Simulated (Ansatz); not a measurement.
# BeSe+ (quartet): from Hartree-Fock to the top rungs at distance Se1–Be2 = 1.897 Å, cc-pVDZ

Aim: climb from Hartree-Fock through coupled cluster and multireference methods for BeSe+ (quartet) at one geometry and basis, and see what each rung misses.

Program: Ansatz 0.2.0, Gaussian basis. Level of theory: cc-pVDZ, core rule «outside noble gas», up to 15 orbitals frozen. These are calculated values, not measurements.

To be run: UHF; CCSD(T) on ROHF; CCSD(T) on UHF; BCCD(T) on ROHF; CISD as a restricted active space (open shells left free, so some higher excitations enter); CCSDT(Q) on ROHF; CCSDT(Q) on UHF; CASSCF and MRCISD+Q, 5 electrons in 5 orbitals; CASSCF and NEVPT2, 5 electrons in 5 orbitals; Full CI.

40 further runs of the same task are left out: 18 for a known fault of the program, 17 that didn't finish, 5 set aside as unsound or not needed. Runs told in other sessions of the task aren't counted.

## 1. The geometry

The geometry derives from a PBE0/def2-TZVP stationary point (not a proven minimum). One bond is set to the value named and the two fragments are kept rigid. No spin-orbit coupling is included. The filled d shell of Se may be among the frozen orbitals whatever the setting's name suggests.

2 atoms, charge 1, spin multiplicity 4.

Atoms are counted from 1 here; the program's logs count them from 0.

Bond lengths: Se1–Be2 1.897 Å.

## 2. UHF

in.yaml

```yaml
crystal:
  periodic: [false, false, false]
  atoms:
    - {symbol: Se, position_ang: [0.000000, 0.000000, 0.000000]}
    - {symbol: Be, position_ang: [0.000000, 0.000000, 1.897000]}
basis:
  gaussian: {orbitals: cc-pVDZ}
total_charge: 1
magnetization: {spin_polarized: true, initial_magnetization: 3}
hamiltonian: {xc: hf}
output: {orbitals: {seedname: orbitals}}
```

Launch:

```console
$ ansatz run in.yaml --threads 1 --pin off --events-out ev --progress --plain --max-ram 2393MiB
```

The runs that follow: CCSD(T) on ROHF; CCSD(T) on UHF; BCCD(T) on ROHF; CISD as a restricted active space (open shells left free, so some higher excitations enter); CCSDT(Q) on ROHF; CCSDT(Q) on UHF; CASSCF and MRCISD+Q, 5 electrons in 5 orbitals; CASSCF and NEVPT2, 5 electrons in 5 orbitals; Full CI.

**Question.** What will the summary of the whole plan be? Wanted: FCI from the RHF energy; RMP2 from FCI; UMP2 from FCI; RCCSD from FCI; RCCSD(T) from FCI; UCCSD(T) from FCI; RCCSDT(Q) from FCI; UCCSDT(Q) from FCI; NEVPT2 pair from FCI.

**Answer**, as computed:

| quantity | value |
| --- | --- |
| FCI from the ROHF energy | -2.8677 eV |
| RMP2 from FCI | +13.31 kcal/mol |
| UMP2 from FCI | +13.65 kcal/mol |
| RCCSD from FCI | +1.73 kcal/mol |
| RCCSD(T) from FCI | +0.41 kcal/mol |
| UCCSD(T) from FCI | +0.22 kcal/mol |
| RCCSDT(Q) from FCI | +0.01 kcal/mol |
| UCCSDT(Q) from FCI | -0.18 kcal/mol |
| NEVPT2 pair from FCI | +14.45 kcal/mol |
| MRCISD+Q pair from FCI | +0.50 kcal/mol |
| levels within 1 kcal/mol (43 meV) | RCCSD(T), UCCSD(T), BCCD(T), RCCSDT, UCCSDT, RCCSDT(Q), UCCSDT(Q), MRCISD+Q pair |
| T1 diagnostic | 0.017 |
| effectively unpaired electrons | 3.02 |

What this shows: RCCSD(T) misses by +0.41 kcal/mol, 0.6 % of the correlation energy. UCCSDT, UCCSDT(Q) fall below full CI: unrestricted runs freeze a spin-polarised core, another one than full CI's, and coupled cluster isn't variational. One determinant dominates. Of the multireference levels listed MRCISD+Q pair comes nearest in total energy (+0.50 kcal/mol), which doesn't show that its space is the better one. These misses are within one basis, not against nature; the frozen cores of restricted and unrestricted runs differ, which can shift their rows.

Levels on UHF freeze UHF's core orbitals, full CI those of ROHF, so the U rows can settle a little off it for that reason alone.

With open shells the CI space here admits some higher excitations, so it is larger than plain CISD.
